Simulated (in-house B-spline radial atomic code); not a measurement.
# Xe¹¹⁺: excited configurations

Wanted: excitation energies of Xe¹¹⁺ as differences of total energies (ΔSCF).

The numbers are computed with in-house B-spline radial atomic code version 1 (Dirac-Hartree-Fock, average of configuration, Fermi nucleus, basis-set limit), except any that are marked as measured or tabulated.

### Step 1. What is computed

* element: xenon (Z = 54)
* charge: +11
* electrons: 43
* configuration: [Kr] 4d7
* Hamiltonian: Dirac-Coulomb
* nucleus: Fermi, rms radius 4.786 fm

Outer shells as boxes (Hund's rule):

[Kr] 4d7
```
[Kr] core
4d [↑↓][↑↓][↑ ][↑ ][↑ ]
```

The boxes draw the filling by Hund's rule, which heavy ions in jj coupling don't follow; these runs average over all states of the configuration.

Settings of the run:

```ini
Z = 54
electrons = 43.0
configuration = [Kr] 4d7
hamiltonian = dirac
method = hf
spin_polarised = False
nucleus = fermi
rms_radius = 4.7859
mass_number = 132
atomic_mass = 131.90415508346
speed_of_light = 137.035999084
```

This reference run was done before. Its total energy is -7409.073105 hartree, and its levels are (the highest eight at most):

```
orbital  occupation  energy (eV)  <r> (bohr)
  3p3/2           4     -1163.60      0.3059
  3d3/2           4      -911.00      0.2774
  3d5/2           6      -897.71      0.2810
  4s1/2           2      -417.62      0.7008
  4p1/2           2      -361.93      0.7231
  4p3/2           4      -348.22      0.7452
  4d3/2         2.8      -259.54      0.7997
  4d5/2         4.2      -257.15      0.8074
```

### Step 2. [Ar] 3d10 4s2 4p5 4d7 8s1

Settings of the run:

```ini
Z = 54
electrons = 43.0
configuration = [Ar] 3d10 4s2 4p5 4d7 8s1
hamiltonian = dirac
method = hf
spin_polarised = False
nucleus = fermi
rms_radius = 4.7859
mass_number = 132
atomic_mass = 131.90415508346
speed_of_light = 137.035999084
```

### Step 3. Run with [Ar] 3d10 4s2 4p5 4d7 7d1

The settings differ from step 2 so:

```diff
@@ -2,3 +2,3 @@
 electrons = 43.0
-configuration = [Ar] 3d10 4s2 4p5 4d7 8s1
+configuration = [Ar] 3d10 4s2 4p5 4d7 7d1
 hamiltonian = dirac
```

### Step 4. Configuration [Ar] 3d9 4s2 4p6 4d7 6p1

The settings differ from step 3 so:

```diff
@@ -2,3 +2,3 @@
 electrons = 43.0
-configuration = [Ar] 3d10 4s2 4p5 4d7 7d1
+configuration = [Ar] 3d9 4s2 4p6 4d7 6p1
 hamiltonian = dirac
```

### Step 5. [Kr] 4d6 7d1

The settings differ from step 4 so:

```diff
@@ -2,3 +2,3 @@
 electrons = 43.0
-configuration = [Ar] 3d9 4s2 4p6 4d7 6p1
+configuration = [Kr] 4d6 7d1
 hamiltonian = dirac
```

### Step 6. Configuration [Kr] 4d6 6g1

The settings differ from step 5 so:

```diff
@@ -2,3 +2,3 @@
 electrons = 43.0
-configuration = [Kr] 4d6 7d1
+configuration = [Kr] 4d6 6g1
 hamiltonian = dirac
```

How far above the reference does each configuration lie (order and size, in eV)?

**Answer**, as computed:

| net move | configuration | energy above the reference (eV) | with Breit, QED, recoil (eV) | largest <r> (bohr) |
| --- | --- | --- | --- | --- |
| 4d → 6g | [Kr] 4d6 6g1 | 201.40 | 201.37 | 3.55 |
| 4d → 7d | [Kr] 4d6 7d1 | 201.97 | 201.94 | 4.26 |
| 4p → 7d | [Ar] 3d10 4s2 4p5 4d7 7d1 | 296.34 | 296.05 | 4.26 |
| 4p → 8s | [Ar] 3d10 4s2 4p5 4d7 8s1 | 303.06 | 302.79 | 5.11 |
| 3d → 6p | [Ar] 3d9 4s2 4p6 4d7 6p1 | 797.21 | 796.82 | 2.57 |

Quantum defects of the promoted electron, δ = n − ζ/√(−2ε) with ζ = 12 and ε its orbital energy in hartree:

| promotion | δ |
| --- | --- |
| 4d → 6g | 0.053 |
| 4d → 7d | 1.022 |
| 4p → 7d | 1.025 |
| 4p → 8s | 1.621 |
| 3d → 6p | 1.445 |

What this shows: The energies run from 201.40 eV (4d → 6g) to 797.21 eV (3d → 6p). Koopmans' estimate of the ionisation threshold is 257.15 eV; 3 configurations exceed it by over 2 % and could autoionise. Of those tabulated, the defect is largest for 8s (1.62) and least for 6g (0.05): low angular momentum penetrates the core, high angular momentum stays outside it. Two partly filled shells share a symmetry and can mix in the average, which may lower the energy, for: 4d → 7d; 4p → 7d; 3d → 6p. These are averages over configurations, without correlation, not spectroscopic levels.
